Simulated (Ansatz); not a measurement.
# GaNH (quartet): from Hartree-Fock to the top rungs at a displaced geometry (v1), cc-pVDZ

Aim: climb from Hartree-Fock through coupled cluster and multireference methods for GaNH (quartet) at one geometry and basis, and see what each rung misses.

Computed with Ansatz 0.2.0, Gaussian basis. Level: cc-pVDZ, core rule «outside noble gas», up to 15 orbitals frozen.

To be run: UHF; CCSD(T) on ROHF; CCSD(T) on UHF; BCCD(T) on ROHF; CISD; CCSDT(Q) on ROHF; CCSDT(Q) on UHF; CASSCF and MRCISD+Q, 9 electrons in 9 orbitals; CASSCF and NEVPT2, 9 electrons in 9 orbitals.

21 further runs of the same task are left out: 8 for a known fault of the program, 3 that didn't finish, 10 set aside as unsound or not needed.

**1. The system**

The geometry is a PBE0/def2-TZVP stationary point (not a proven minimum) with its atoms shifted at random (size 0.040 Å). No spin-orbit coupling is included. The filled d shell of Ga may be among the frozen orbitals whatever the setting's name suggests; the logs give the count.

3 atoms, charge 0, spin multiplicity 4.

Atoms are counted from 1 here; the program's logs count them from 0.

Bond lengths: N1–Ga2 2.069 Å, N1–H3 1.062 Å. Angles: Ga2–N1–H3 100.2°.

**2. UHF**

in.yaml

```yaml
crystal:
  periodic: [false, false, false]
  atoms:
    - {symbol: N, position_ang: [0.000125, -0.116819, 1.695897]}
    - {symbol: Ga, position_ang: [-0.000708, 0.010264, -0.368848]}
    - {symbol: H, position_ang: [0.047256, 0.913385, 1.947783]}
basis:
  gaussian: {orbitals: cc-pVDZ}
magnetization: {spin_polarized: true, initial_magnetization: 3}
hamiltonian: {xc: hf}
output: {orbitals: {seedname: orbitals}}
```

The run is started by

```console
> ansatz run in.yaml --threads 1 --pin off --events-out ev --progress --plain --max-ram 2393MiB
```

Further steps of the session: CCSD(T) on ROHF; CCSD(T) on UHF; BCCD(T) on ROHF; CISD; CCSDT(Q) on ROHF; CCSDT(Q) on UHF; CASSCF and MRCISD+Q, 9 electrons in 9 orbitals; CASSCF and NEVPT2, 9 electrons in 9 orbitals.

Before running them: what should the planned runs give, taken together? Wanted: UCCSDT(Q) below the RHF energy; RMP2 from UCCSDT(Q); UMP2 from UCCSDT(Q); RCCSD from UCCSDT(Q); RCCSD(T) from UCCSDT(Q); UCCSD(T) from UCCSDT(Q); RCCSDT(Q) from UCCSDT(Q); NEVPT2 valence from UCCSDT(Q); MRCISD+Q valence from UCCSDT(Q).

**Answer**, as computed:

| quantity | value |
| --- | --- |
| UCCSDT(Q) below the RHF energy | -5.6412 eV |
| RMP2 from UCCSDT(Q) | +1086.8 meV |
| UMP2 from UCCSDT(Q) | +1031.3 meV |
| RCCSD from UCCSDT(Q) | +194.3 meV |
| RCCSD(T) from UCCSDT(Q) | +54.6 meV |
| UCCSD(T) from UCCSDT(Q) | +42.0 meV |
| RCCSDT(Q) from UCCSDT(Q) | +11.7 meV |
| NEVPT2 valence from UCCSDT(Q) | +803.9 meV |
| MRCISD+Q valence from UCCSDT(Q) | +59.7 meV |
| levels within 1 kcal/mol (43 meV) | UCCSD(T), RCCSDT, UCCSDT, RCCSDT(Q) |
| T1 diagnostic | 0.057 |
| effectively unpaired electrons | 3.02 |

What this shows: RCCSD(T) misses by +54.6 meV, 1.0 % of the correlation energy. The occupations are near whole numbers, but T1 = 0.057 shows that the orbitals relax strongly. Of the multireference levels listed MRCISD+Q valence comes nearest in total energy (+59.7 meV), which doesn't show that its space is the better one. These misses are within one basis, not against nature; the frozen cores of restricted and unrestricted runs differ, which can shift their rows.
